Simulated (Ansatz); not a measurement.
# C₃H₆O₂Si: up Jacob's ladder to CCSD(T)

One table from this session's results is given with a row withheld; the runs are named, their logs left out.

Method: functionals in def2-TZVPP, the program's frozen cores in correlated methods; program: Ansatz 0.2.0, Gaussian basis.

The runs, in order: PBE-D4, r2SCAN-D4, PBE0-D4, B3LYP-D4, ωB97X-V, ωB97M-V, B2PLYP; CCSD(T)/def2-TZVPP; MP2/def2-QZVPP; extrapolation to the limit.

## The geometry

All runs share one geometry, relaxed beforehand with PBE0-D4 in a triple-zeta def2 set.

SMILES `COC#CO[SiH3]`, 12 atoms, charge 0, spin multiplicity 1.

Atoms are counted from 1 here; the program's logs count them from 0.

Bond lengths: C1–O2 1.427 Å, C1–H7 1.093 Å, C1–H8 1.093 Å, C1–H9 1.088 Å, O2–C3 1.305 Å, C3–C4 1.196 Å, C4–O5 1.307 Å, O5–Si6 1.673 Å, Si6–H10 1.483 Å, Si6–H11 1.483 Å, Si6–H12 1.478 Å. Angles: O2–C1–H7 110.3°, O2–C1–H8 110.3°, O2–C1–H9 106.2°, H7–C1–H8 109.7°, H7–C1–H9 110.1°, H8–C1–H9 110.1°, C1–O2–C3 114.0°, O2–C3–C4 178.9°, C3–C4–O5 179.4°, C4–O5–Si6 121.0°, O5–Si6–H10 109.7°, O5–Si6–H11 109.7°, O5–Si6–H12 104.4°, H10–Si6–H11 109.9°, H10–Si6–H12 111.5°, H11–Si6–H12 111.5°.

Set-up of the first run:

in.yaml reads:

```yaml
crystal:
  periodic: [false, false, false]
  atoms:
    - {symbol: C, position_ang: [2.783609, 0.257430, 0.936570]}
    - {symbol: O, position_ang: [1.454143, 0.689848, 1.223277]}
    - {symbol: C, position_ang: [0.554463, 0.223945, 0.400192]}
    - {symbol: C, position_ang: [-0.286658, -0.191020, -0.341921]}
    - {symbol: O, position_ang: [-1.196062, -0.650102, -1.160681]}
    - {symbol: Si, position_ang: [-2.813722, -0.282221, -0.946010]}
    - {symbol: H, position_ang: [3.083808, 0.589891, -0.060304]}
    - {symbol: H, position_ang: [2.849447, -0.831811, 0.996771]}
    - {symbol: H, position_ang: [3.421089, 0.713759, 1.691531]}
    - {symbol: H, position_ang: [-3.006123, 1.185751, -1.026252]}
    - {symbol: H, position_ang: [-3.267494, -0.779949, 0.374882]}
    - {symbol: H, position_ang: [-3.499401, -0.980520, -2.053955]}
basis:
  gaussian: {orbitals: def2-TZVPP}
hamiltonian: {xc: pbe, dispersion: d4}
output: {forces: true, orbitals: {seedname: orbitals}}
```

On the command line:

```sh
$ ansatz run in.yaml --threads 4 --pin off --events-out ev --progress --plain --max-ram 10444MiB
```

Among the steps run: PBE-D4 (GGA); r2SCAN-D4 (meta-GGA); PBE0-D4 (hybrid); B3LYP-D4 (hybrid); ωB97X-V (range-separated); ωB97M-V (range-separated); B2PLYP (double hybrid); CCSD(T) in def2-TZVPP; MP2 in def2-QZVPP.

One table of the session follows, with a row left open; its other results are not shown here.

```
            method  atomisation energy (kcal/mol)
            PBE-D4                         1135.1
         r2SCAN-D4                         1106.9
           PBE0-D4                         1106.1
          B3LYP-D4                         1104.8
           ωB97X-V                         1106.9
           ωB97M-V                         1107.5
            B2PLYP                         1094.6
     HF/def2-TZVPP                          774.8
    MP2/def2-TZVPP                         1100.2
   CCSD/def2-TZVPP                         1052.2
CCSD(T)/def2-TZVPP                         1072.1
           MP2/CBS                         1131.5
       CCSD(T)/CBS                              ?
```

Q: Estimate the row for CCSD(T)/CBS from the others.

As computed: atomisation energy (kcal/mol): 1103.4. In the column «atomisation energy (kcal/mol)» it lies between MP2/def2-TZVPP (1100.2) and B3LYP-D4 (1104.8).

To keep in mind: Free atoms (3 C, 2 O, 1 Si, 6 H) were run apart at each level; the atomisation energy is their sum less the molecule, without zero-point or spin-orbit terms.
